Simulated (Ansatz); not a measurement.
Working through a single point from an input typed as a dict of Hf5Pb, space group P4/mmm

Computed with the Ansatz DFT code, driven from Python.

Run as a notebook:

In [1]:
```python
import ansatz as az
import numpy as np
import pandas as pd
```

In [2]:
```python
deck = {
    "crystal": {
        "lattice": [[3.186636, 0.0, 0.0], [0.0, 3.186636, 0.0], [0.0, 0.0, 13.49849]],
        "atoms": [
            {"symbol": "Hf", "position": [0.5, 0.5, 0.334482]},
            {"symbol": "Hf", "position": [0.5, 0.5, 0.665518]},
            {"symbol": "Hf", "position": [0.0, 0.0, 0.175987]},
            {"symbol": "Hf", "position": [0.0, 0.0, 0.824013]},
            {"symbol": "Hf", "position": [0.0, 0.0, 0.5]},
            {"symbol": "Pb", "position": [0.5, 0.5, 0.0]},
        ],
    },
    "kpoints": {"mp_grid": {"kspacing": 0.3}},
    "hamiltonian": {"xc": "pbesol"},
    "scf": {"occupations": {"method": "fermi_dirac", "width": 0.15}},
    "output": {"forces": True, "stress": True},
}

outcome = az.Session.from_dict(deck).plan().execute()
rep = outcome.report
```
```text
DeckWarning: basis.ecutwfc = 420 eV, auto-derived from the records' recommended cutoffs: set by Hf (normal level)
```

In [3]:
```python
type(outcome).__name__, type(rep).__name__
```
Out [3]:
```text
('RunOutcome', 'dict')
```

In [4]:
```python
print("%-22s %14.5f eV" % ("F = E - TS", rep["free_energy_ev"]))
print("%-22s %14.5f eV" % ("E", rep["internal_energy_ev"]))
print("%-22s %14.5f eV" % ("Harris-Foulkes", rep["harris_foulkes_ev"]))
print("%-22s %14.5f eV" % ("Fermi level", rep["fermi_energy_ev"]))
```
```text
F = E - TS               -89745.16948 eV
E                        -89744.70116 eV
Harris-Foulkes           -89745.16948 eV
Fermi level                  18.64272 eV
```

In [5]:
```python
# pressure is a third of the trace
sigma = rep["stress_gpa"]
voigt = [sigma[0][0], sigma[1][1], sigma[2][2], sigma[1][2], sigma[0][2], sigma[0][1]]
print("stress xx yy zz yz xz xy (GPa, compression positive):", " ".join(f"{s:.3f}" for s in voigt))
print("P =", round(10 * float(np.mean(voigt[:3])), 2), "kbar")
```
```text
stress xx yy zz yz xz xy (GPa, compression positive): -3.004 -3.004 -1.869 0.000 0.000 0.000
P = -26.26 kbar
```

In [6]:
```python
# forces in eV per angstrom
table = pd.DataFrame(rep["forces_ev_ang"], columns=["fx", "fy", "fz"])
table.insert(0, "atom", [site["symbol"] for site in rep["lattice"]["sites"]])
table.round(4)
```
Out [6]:
```text
  atom   fx   fy      fz
0   Hf  0.0  0.0  0.1015
1   Hf  0.0  0.0 -0.1015
2   Hf  0.0  0.0  0.1596
3   Hf  0.0  0.0 -0.1596
4   Hf -0.0  0.0  0.0000
5   Pb  0.0  0.0  0.0000
```

Notes:
- Total energies depend on the potentials; only differences at equal settings carry meaning. A total without «per atom» is that of the cell as typed.
- The run is spin-unpolarised.
- The mesh is modest for a metal, so energies can be off by several to tens of meV an atom and pressures by half a GPa or more; differences at equal mesh fare better.
- The zero of the levels is a convention of the potentials, so an absolute Fermi energy is no work function.
- The smearing is wide enough that free energy and stress hold a thermal part of the electrons.
- Spin-orbit coupling, which matters for elements this heavy, is left out.
- The structure comes from a database of computed cells and needn't be a stable or known phase.
- Warnings are shown shortened and without file and line.
- Hardware and time: 19 s on 1 thread of Arm Neoverse V1, with other jobs on the host, peak memory 0.6 GiB.

(Lines on the test bed's own set-up are left out of the output.)
